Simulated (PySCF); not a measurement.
# CH3FMoS2 (SMILES [CH3][Mo]([F])(=[S])=[S]) at 3 levels

Wanted: a comparison of 3 runs (HF/3-21G, HF/def2-SVP, PBE0/3-21G) of CH3FMoS2. 

Program for the calculation: PySCF 2.14.0.

### Step 1. The structure to begin with

CH3FMoS2: 8 atoms, total charge 0, spin state singlet. As SMILES, `[CH3][Mo]([F])(=[S])=[S]`. The coordinates come from a PBE0-D4/def2-TZVP relaxation.

Bond lengths: C1–Mo2 2.080 Å, Mo2–F3 1.838 Å, Mo2–S4 2.090 Å, Mo2–S5 2.090 Å, C1–H6 1.095 Å, C1–H7 1.095 Å, C1–H8 1.090 Å. Some angles: C1–Mo2–F3 110.2°, C1–Mo2–S4 103.8°, C1–Mo2–S5 103.8°, F3–Mo2–S4 114.3°, F3–Mo2–S5 114.3°, S4–Mo2–S5 109.4°, Mo2–C1–H6 107.2°, Mo2–C1–H7 107.1°, Mo2–C1–H8 112.8°, H6–C1–H7 110.6°.

### Step 2. Energy and gradient at HF/3-21G (run 1)

run.py

```python
import pyscf.grad
from pyscf import gto

system = gto.M(
    atom='''
C   -0.930000  -0.064400   0.581600
Mo   0.865600  -0.032700  -0.468100
F    1.984100  -1.356000   0.144900
S    0.280900  -0.255700  -2.461800
S    1.582500   1.907200  -0.169500
H   -1.378500  -1.050600   0.425500
H   -0.688000   0.086600   1.638400
H   -1.624600   0.708400   0.252900
''',
    basis='3-21g',
    max_memory=1860,
    spin=0,
    verbose=3,
)

mf = system.RHF()
mf.conv_tol = 1e-10
mf.kernel()
if not mf.converged:
    mf = mf.newton().run(mf.mo_coeff, mf.mo_occ)

etot = mf.e_tot
print('E(%s) = %.9f' % ('HF', etot))
grad = mf.Gradients().kernel()
dip = mf.dip_moment()
pop, q = mf.mulliken_pop()
```

Command:

```
$ OMP_NUM_THREADS=1 python run.py
```

Log:

```text
converged SCF energy = -4886.00251085602
[... 9 lines left out ...]
Dipole moment(X, Y, Z, Debye): -2.37741, -0.33645,  1.66908
[... 95 lines left out ...]
charge of    7H =      0.28791
```

It took 13 s on 1 thread of Intel Xeon at 2.70GHz, shared host; peak memory 0.17 GiB.

### Step 3. Energy and gradient at HF/def2-SVP (core potential) (run 2)

job.py

```python
import pyscf.grad
from pyscf import gto

mol = gto.M(
    atom='''
C     -0.930000    -0.064400     0.581600
Mo     0.865600    -0.032700    -0.468100
F      1.984100    -1.356000     0.144900
S      0.280900    -0.255700    -2.461800
S      1.582500     1.907200    -0.169500
H     -1.378500    -1.050600     0.425500
H     -0.688000     0.086600     1.638400
H     -1.624600     0.708400     0.252900
''',
    basis='def2-svp',
    charge=0,
    ecp={'Mo': 'def2-svp'},
    spin=0,
    max_memory=1860,
    verbose=3,
)

mf = mol.RHF()
mf.conv_tol = 1e-10
mf.kernel()
if not mf.converged:
    mf = mf.newton().run(mf.mo_coeff, mf.mo_occ)

etot = mf.e_tot
print('E = %.10f Eh' % etot)
grad = mf.Gradients().kernel()
mf.analyze()
```

Command:

```
$ OMP_NUM_THREADS=1 python job.py
```

Log:

```text
converged SCF energy = -1001.31088739341
[... 15 lines left out ...]
MO #6   energy= -8.97657628814257  occ= 2
[... 12 lines left out ...]
MO #19  energy= -0.92544788895615  occ= 2
[... 12 lines left out ...]
MO #32  energy= -0.366368952952604 occ= 2
[... 12 lines left out ...]
MO #45  energy= 0.35509698324451   occ= 0
[... 12 lines left out ...]
MO #58  energy= 0.73302769913239   occ= 0
[... 12 lines left out ...]
MO #71  energy= 1.01003624195621   occ= 0
[... 12 lines left out ...]
MO #84  energy= 1.62646680509134   occ= 0
[... 12 lines left out ...]
MO #97  energy= 2.25668074601847   occ= 0
[... 12 lines left out ...]
MO #110 energy= 39.5969174550713   occ= 0
[... 9 lines left out ...]
Dipole moment(X, Y, Z, Debye): -2.12367, -0.12961,  1.32978
```

Run time: 27 s. Hardware: 1 thread of Intel Xeon at 2.70GHz, shared host; peak memory 0.26 GiB.

### Step 4. Energy and gradient at PBE0/3-21G (run 3)

calc.py

```python
import pyscf.grad
from pyscf import gto, dft

mol = gto.M(
    atom=[
    ('C', (-0.930000, -0.064400, 0.581600)),
    ('Mo', (0.865600, -0.032700, -0.468100)),
    ('F', (1.984100, -1.356000, 0.144900)),
    ('S', (0.280900, -0.255700, -2.461800)),
    ('S', (1.582500, 1.907200, -0.169500)),
    ('H', (-1.378500, -1.050600, 0.425500)),
    ('H', (-0.688000, 0.086600, 1.638400)),
    ('H', (-1.624600, 0.708400, 0.252900)),
],
    basis='3-21g',
    charge=0,
    spin=0,
    max_memory=1860,
    verbose=4,
)

mf = dft.RKS(mol)
mf.xc = 'pbe0'
mf.conv_tol = 1e-10
mf.grids.level = 5
mf.kernel()
if not mf.converged:
    mf = mf.newton().run(mf.mo_coeff, mf.mo_occ)

e_final = mf.e_tot
print('E(%s) = %.9f' % ('PBE0', e_final))
grad = mf.Gradients().kernel()
mf.analyze()
```

Command:

```
$ OMP_NUM_THREADS=1 python calc.py
```

Log:

```text
PySCF version 2.14.0

[... 111 lines left out ...]
Two-electron Energy =                 2549.536836040815615
[... 12 lines left out ...]
MO #9   energy= -17.5091289323442  occ= 2
[... 10 lines left out ...]
MO #20  energy= -7.97775860909093  occ= 2
[... 10 lines left out ...]
MO #31  energy= -1.18599723312137  occ= 2
[... 10 lines left out ...]
MO #42  energy= -0.354021783299699 occ= 2
[... 10 lines left out ...]
MO #53  energy= 0.0354182722818851 occ= 0
[... 10 lines left out ...]
MO #64  energy= 0.519878343476996  occ= 0
[... 10 lines left out ...]
MO #75  energy= 0.885273740042229  occ= 0
[... 10 lines left out ...]
MO #86  energy= 3.45821678463227   occ= 0
[... 97 lines left out ...]
Dipole moment(X, Y, Z, Debye): -1.74357, -0.56619,  1.52572
```

Wall time 74 s (1 thread of Intel Xeon at 2.70GHz, shared host); peak memory 0.84 GiB.

### Step 5. All runs side by side

```tsv
run	level	core potential	integration grid	energy (Eh)	dipole moment (D)	HOMO energy (eV)	LUMO energy (eV)	wall time
1	HF/3-21G	–	–	-4886.002511	2.92	-10.16	-0.97	13 s
2	HF/def2-SVP (core potential)	def2-svp	–	-1001.310887	2.51	-9.97	-0.07	27 s
3	PBE0/3-21G	–	5	-4889.606099	2.39	-7.67	-3.88	74 s
```

### Step 6. Summary of results

| quantity | value |
| --- | --- |
| run 3: total energy | -4889.60610 Eh |
| run 3: dipole moment | 2.39 D |
| run 3: HOMO energy | -7.67 eV |
| run 3: LUMO energy | -3.88 eV |
| run 3: HOMO–LUMO gap | 3.79 eV |
| run 3: largest force on an atom | 1.721 eV/Å |

The dipole moment (its size) runs from 2.39 D (PBE0/3-21G) to 2.92 D (HF/3-21G). The HOMO–LUMO gap runs from 3.79 eV (PBE0/3-21G) to 9.90 eV (HF/def2-SVP). The two ends differ in method and basis and core potential. Some runs of one species differ in core potentials or relativity; totals across that change don't compare. In runs 1, 3 relativity is left out where basis or elements ask for it. All runs together took 1.9 min, the longest 74 s.
